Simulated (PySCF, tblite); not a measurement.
**C₆H₈OSi: a rotation path, then NMR shifts on frames**

Aim: move C₆H₈OSi (`[SiH3]Oc1ccccc1`) away from its starting geometry and see how NMR shifts follow the geometry.

Computed with tblite 0.8.0 and PySCF 2.14.0, with density-fitted response routines of our own, on a single molecule in the gas phase. Atoms are numbered from 0 throughout.

### Step 1. The molecule as given

16 atoms, charge 0, multiplicity 1; geometry from: GFN2-xTB.

Bonds of the start (Å): Si0–O1 1.63, O1–C2 1.35, C2–C3 1.39, C3–C4 1.38, C4–C5 1.38, C5–C6 1.38, C6–C7 1.38, C7–C2 1.39, Si0–H8 1.46, Si0–H9 1.45, Si0–H10 1.46, C3–H11 1.08, C4–H12 1.08, C5–H13 1.08, C6–H14 1.08, C7–H15 1.08.

### Step 2. The rotation path with GFN2-xTB

The job: settings as JSON, then the geometry in Å.

```
{"job": {"kind": "neb", "xc": "GFN2-xTB", "basis": "xTB", "atoms": [3, 2, 1, 0], "turn": 180}, "charge": 0, "multiplicity": 1}
Si     2.952631    -0.073337    -0.001555
O      1.509352    -0.797879    -0.182485
C      0.229881    -0.382270    -0.090341
C     -0.778785    -1.317898    -0.305498
C     -2.104606    -0.937774    -0.221468
C     -2.439606     0.372985     0.074808
C     -1.437514     1.303887     0.287545
C     -0.107928     0.932058     0.207287
H      3.125769     1.009409    -0.972968
H      3.812966    -1.215842    -0.258962
H      3.100714     0.474104     1.349171
H     -0.503477    -2.335482    -0.536639
H     -2.880601    -1.669988    -0.388516
H     -3.476227     0.666736     0.139692
H     -1.690407     2.328717     0.516553
H      0.680238     1.651520     0.371961
```

Level: GFN2-xTB climbing-image nudged elastic band, gas phase.

Started as:

```sh
$ OMP_NUM_THREADS=1 python probes_run.py task.json out
```

One launch serves the whole session: the jobs run in the order shown.

Output:

```text
image   E - E0 / eV
  0      -0.0000
  1       0.0144
  2       0.0385
  3       0.0561
  4       0.0613
  5       0.0533
  6       0.0407
  7       0.0212
  8      -0.0000
```

It took 4.2 s on 1 thread of Arm Neoverse N1, shared host; peak memory 0.18 GiB.

The final band, with the dihedral C3–C2–O1–Si0:

| image | dihedral (°) | energy (eV) | energy (kcal/mol) |
| --- | --- | --- | --- |
| 0 | -179 | 0.000 | 0.0 |
| 1 | -158 | 0.014 | 0.3 |
| 2 | -136 | 0.038 | 0.9 |
| 3 | -112 | 0.056 | 1.3 |
| 4 | -87 | 0.061 | 1.4 |
| 5 | -62 | 0.053 | 1.2 |
| 6 | -40 | 0.041 | 0.9 |
| 7 | -19 | 0.021 | 0.5 |
| 8 | 1 | 0.000 | 0.0 |

### Step 3. Nuclear shieldings: image 0, PBE0/pcSseg-1

The job: settings as JSON, then the geometry in Å.

```
{"job": {"kind": "nmr", "xc": "PBE0", "basis": "pcSseg-1", "pop": false}, "charge": 0, "multiplicity": 1}
Si     2.952600    -0.073300    -0.001600
O      1.509400    -0.797900    -0.182500
C      0.229900    -0.382300    -0.090300
C     -0.778800    -1.317900    -0.305500
C     -2.104600    -0.937800    -0.221500
C     -2.439600     0.373000     0.074800
C     -1.437500     1.303900     0.287500
C     -0.107900     0.932100     0.207300
H      3.125800     1.009400    -0.973000
H      3.813000    -1.215800    -0.259000
H      3.100700     0.474100     1.349200
H     -0.503500    -2.335500    -0.536600
H     -2.880600    -1.670000    -0.388500
H     -3.476200     0.666700     0.139700
H     -1.690400     2.328700     0.516600
H      0.680200     1.651500     0.372000
```

With the program's defaults for keys left out, this is: GIAO PBE0/pcSseg-1 NMR shielding, non-relativistic, gas phase.

Output:

```text
coarse grid: 14192 points
cycle   1  E = -597.5180037901  dE =  1.389e+00  |g| = 6.455e-01  |ddm| = 3.918e+00
cycle   2  E = -597.4491014423  dE =  6.890e-02  |g| = 9.013e-01  |ddm| = 1.393e+00
cycle   3  E = -597.5972225433  dE = -1.481e-01  |g| = 1.123e-01  |ddm| = 8.648e-01
cycle   4  E = -597.5995519461  dE = -2.329e-03  |g| = 3.801e-02  |ddm| = 1.208e-01
cycle   5  E = -597.5998660515  dE = -3.141e-04  |g| = 1.317e-02  |ddm| = 4.452e-02
cycle   6  E = -597.5999087583  dE = -4.271e-05  |g| = 3.994e-03  |ddm| = 1.622e-02
cycle   7  E = -597.5999128593  dE = -4.101e-06  |g| = 8.509e-04  |ddm| = 4.312e-03
final grid: 133360 points
cycle   8  E = -597.6566348778  dE = -2.336e-05  |g| = 9.600e-03  |ddm| = 4.006e-02
cycle   9  E = -597.6566147232  dE =  2.015e-05  |g| = 1.423e-02  |ddm| = 1.902e-02
cycle  10  E = -597.6566533945  dE = -3.867e-05  |g| = 1.419e-03  |ddm| = 1.184e-02
cycle  11  E = -597.6566538384  dE = -4.439e-07  |g| = 2.642e-04  |ddm| = 1.631e-03
cycle  12  E = -597.6566538507  dE = -1.231e-08  |g| = 1.287e-04  |ddm| = 3.318e-04
cycle  13  E = -597.6566538551  dE = -4.439e-09  |g| = 2.854e-05  |ddm| = 1.450e-04
cycle  14  E = -597.6566538554  dE = -2.096e-10  |g| = 6.220e-06  |ddm| = 3.500e-05
converged SCF energy = -597.6566538554

GIAO shielding tensors (ppm)
atom      isotropic    diamagn.    paramagn.     s11        s22        s33       span
  0 Si     393.690     879.865    -486.175    354.805    360.595    465.672    110.867
  1 O      243.443     398.242    -154.799    162.203    255.086    313.041    150.837
  2 C       24.590     251.997    -227.407    -70.527     26.355    117.943    188.470
  3 C       61.288     252.899    -191.610    -29.010     49.075    163.800    192.811
  4 C       51.205     253.637    -202.432    -59.600     37.532    175.682    235.282
  5 C       60.610     253.877    -193.266    -46.836     48.500    180.167    227.003
  6 C       52.421     253.112    -200.690    -57.266     38.466    176.063    233.329
  7 C       68.323     258.496    -190.173    -21.006     57.514    168.462    189.469
  8 H       26.525      29.385      -2.861     23.560     24.717     31.296      7.736
  9 H       26.659      28.819      -2.160     22.494     25.577     31.905      9.411
 10 H       26.526      29.390      -2.864     23.574     24.717     31.288      7.714
 11 H       24.415      31.721      -7.306     20.590     24.245     28.411      7.820
 12 H       24.098      29.814      -5.716     20.760     24.629     26.905      6.145
 13 H       24.472      29.739      -5.266     21.234     25.312     26.871      5.637
 14 H       24.145      30.597      -6.452     20.739     24.541     27.155      6.416
 15 H       24.885      34.040      -9.156     20.887     24.580     29.187      8.300
```

Wall time 51 s (1 thread of Arm Neoverse N1, shared host); peak memory 0.83 GiB.

Shifts follow as δ = σ(reference) − σ, with reference shieldings (ppm) from runs at the same level and on the same kind of geometry: ¹H TMS 31.72, ¹³C TMS 186.9, ²⁹Si TMS 349.2, ¹⁷O H2O 336.1. The references are single molecules in the gas phase, so shifts against H2O, NH3, PH3, H3PO4 or CFCl3 are not on the usual liquid scales and can be off by tens of ppm. Each atom is listed at this fixed geometry, with no averaging over motion; a spectrum would average atoms that exchange fast.

| atoms | environment | σ (ppm) | δ (ppm) |
| --- | --- | --- | --- |
| C2 | aromatic carbon bearing oxygen | 24.6 | 162.3 |
| C4 | aromatic CH | 51.2 | 135.7 |
| C6 | aromatic CH | 52.4 | 134.5 |
| C5 | aromatic CH | 60.6 | 126.3 |
| C3 | aromatic CH | 61.3 | 125.6 |
| C7 | aromatic CH | 68.3 | 118.6 |
| H12 | hydrogen on an aromatic CH | 24.10 | 7.62 |
| H14 | hydrogen on an aromatic CH | 24.15 | 7.57 |
| H11 | hydrogen on an aromatic CH | 24.42 | 7.30 |
| H13 | hydrogen on an aromatic CH | 24.47 | 7.24 |
| H15 | hydrogen on an aromatic CH | 24.88 | 6.83 |
| H8 | hydrogen on a silicon bonded to O | 26.52 | 5.19 |
| H10 | hydrogen on a silicon bonded to O | 26.53 | 5.19 |
| H9 | hydrogen on a silicon bonded to O | 26.66 | 5.06 |
| Si0 | silicon bonded to O, 3 H | 393.7 | -44.5 |
| O1 | oxygen bonded to C, Si | 243.4 | 92.6 |

Ring of atoms C2, C3, C4, C5, C6, C7: NICS(0) -9.5, NICS(1) -11.2, NICS(1)zz -27.8 ppm (means of both faces).

The fields below are evaluated on a grid from the run's orbitals.

Frontier orbitals at PBE0/pcSseg-1, with the share of their density that lies nearest to each atom:

| orbital | energy (eV) | lies on |
| --- | --- | --- |
| HOMO | -6.71 | C2, C5 about 21 % each; O1 16 %; C3 12 % |
| LUMO | -0.24 | 4 C atoms about 18 % each |

ELF in a plane through or near 14 of the atoms.

Ten even steps from '0' (0.00) to '9' (1.00):
```
0000000000000000000000000000
0000000000000000000000000000
0000000000000000000000000000
0000000000000000698200000000
0000000000056202999800000000
0000000000399802999600000000
0000000000499945676102200000
0000002320199938346259950000
0000013221014337566499991000
0000110752414872033389970000
0002571754775442048744410000
0028999317557295653530000000
0039999715882349484999100000
0018999503760285557999500000
0001798100200799804999200000
0000022000000999800585000000
0000000000000499400000000000
0000000000000000000000000000
0000000000000000000000000000
0000000000000000000000000000
```
The map spans 12.8 Å across and 10.0 Å up, centred on the molecule. Atoms in the plane (x, y in Å): Si0 (-3.0, 0.0), O1 (-1.5, -0.8), C2 (-0.2, -0.4), C3 (0.8, -1.4), C4 (2.1, -1.0), C5 (2.4, 0.4), C6 (1.4, 1.3), C7 (0.1, 1.0), H9 (-3.8, -1.2), H11 (0.5, -2.4), H12 (2.9, -1.7), H13 (3.5, 0.7), H14 (1.7, 2.4), H15 (-0.7, 1.7).

On the surface of density 0.002 e/bohr³ the electrostatic potential runs, from the 1st to the 99th percentile, from -0.85 V near O1 to 1.41 V near H9.

### Step 4. Shielding tensors: image 2, PBE0/pcSseg-1

The job: settings as JSON, then the geometry in Å.

```
{"job": {"kind": "nmr", "xc": "PBE0", "basis": "pcSseg-1", "pop": false}, "charge": 0, "multiplicity": 1}
Si     2.952100    -0.175800     0.112600
O      1.518400    -0.607200    -0.510500
C      0.232300    -0.263200    -0.280000
C     -0.720400    -1.275000    -0.220300
C     -2.051700    -0.963800    -0.015200
C     -2.443000     0.355300     0.141300
C     -1.494500     1.362400     0.083100
C     -0.161500     1.060400    -0.131400
H      3.232700     1.251200    -0.057500
H      3.813000    -1.019700    -0.698700
H      2.985100    -0.490900     1.541700
H     -0.396500    -2.297700    -0.335600
H     -2.783500    -1.757600     0.022800
H     -3.481200     0.598500     0.312700
H     -1.792400     2.392800     0.211000
H      0.583600     1.839400    -0.187500
```

With the program's defaults for keys left out, this is: GIAO PBE0/pcSseg-1 NMR shielding, non-relativistic, gas phase.

Output:

```text
coarse grid: 14192 points
cycle   1  E = -597.5159959019  dE =  1.385e+00  |g| = 6.485e-01  |ddm| = 3.913e+00
cycle   2  E = -597.4471133925  dE =  6.888e-02  |g| = 9.041e-01  |ddm| = 1.315e+00
cycle   3  E = -597.5956890578  dE = -1.486e-01  |g| = 1.114e-01  |ddm| = 8.000e-01
cycle   4  E = -597.5979660872  dE = -2.277e-03  |g| = 3.784e-02  |ddm| = 1.187e-01
cycle   5  E = -597.5982762966  dE = -3.102e-04  |g| = 1.309e-02  |ddm| = 4.353e-02
cycle   6  E = -597.5983181550  dE = -4.186e-05  |g| = 4.018e-03  |ddm| = 1.629e-02
cycle   7  E = -597.5983222932  dE = -4.138e-06  |g| = 8.570e-04  |ddm| = 4.412e-03
final grid: 133360 points
cycle   8  E = -597.6551878413  dE = -2.346e-05  |g| = 9.490e-03  |ddm| = 3.968e-02
cycle   9  E = -597.6551684327  dE =  1.941e-05  |g| = 1.403e-02  |ddm| = 1.841e-02
cycle  10  E = -597.6552058816  dE = -3.745e-05  |g| = 1.368e-03  |ddm| = 1.130e-02
cycle  11  E = -597.6552062975  dE = -4.159e-07  |g| = 2.545e-04  |ddm| = 1.560e-03
cycle  12  E = -597.6552063086  dE = -1.108e-08  |g| = 1.291e-04  |ddm| = 3.338e-04
cycle  13  E = -597.6552063130  dE = -4.431e-09  |g| = 2.873e-05  |ddm| = 1.445e-04
cycle  14  E = -597.6552063132  dE = -2.119e-10  |g| = 6.273e-06  |ddm| = 3.581e-05
converged SCF energy = -597.6552063132

GIAO shielding tensors (ppm)
atom      isotropic    diamagn.    paramagn.     s11        s22        s33       span
  0 Si     392.385     880.255    -487.871    350.179    363.128    463.847    113.668
  1 O      250.651     399.899    -149.247    178.763    254.351    318.840    140.077
  2 C       24.554     253.336    -228.783    -72.485     29.481    116.665    189.149
  3 C       60.537     252.481    -191.944    -30.444     49.104    162.950    193.394
  4 C       51.220     253.721    -202.501    -59.133     37.223    175.571    234.704
  5 C       60.072     253.822    -193.749    -46.625     46.800    180.041    226.666
  6 C       52.392     253.521    -201.129    -57.524     38.393    176.306    233.830
  7 C       66.205     255.081    -188.876    -25.618     52.519    171.715    197.333
  8 H       26.306      29.486      -3.180     22.457     25.456     31.006      8.549
  9 H       26.622      29.042      -2.420     22.869     25.186     31.811      8.942
 10 H       26.703      29.506      -2.803     23.538     25.028     31.543      8.005
 11 H       24.465      31.769      -7.303     20.842     24.088     28.465      7.623
 12 H       24.111      29.875      -5.763     20.844     24.591     26.899      6.055
 13 H       24.469      29.701      -5.232     21.273     25.320     26.814      5.541
 14 H       24.156      30.450      -6.295     20.806     24.597     27.065      6.259
 15 H       24.535      33.170      -8.635     20.389     24.211     29.005      8.616
```

It took 43 s on 1 thread of Arm Neoverse N1, shared host; peak memory 0.83 GiB.

In short: δ C2 162.4, C4 135.7, C6 134.5, C5 126.9, H12 7.61, H14 7.56 ppm.

[end of part 1 of 2]
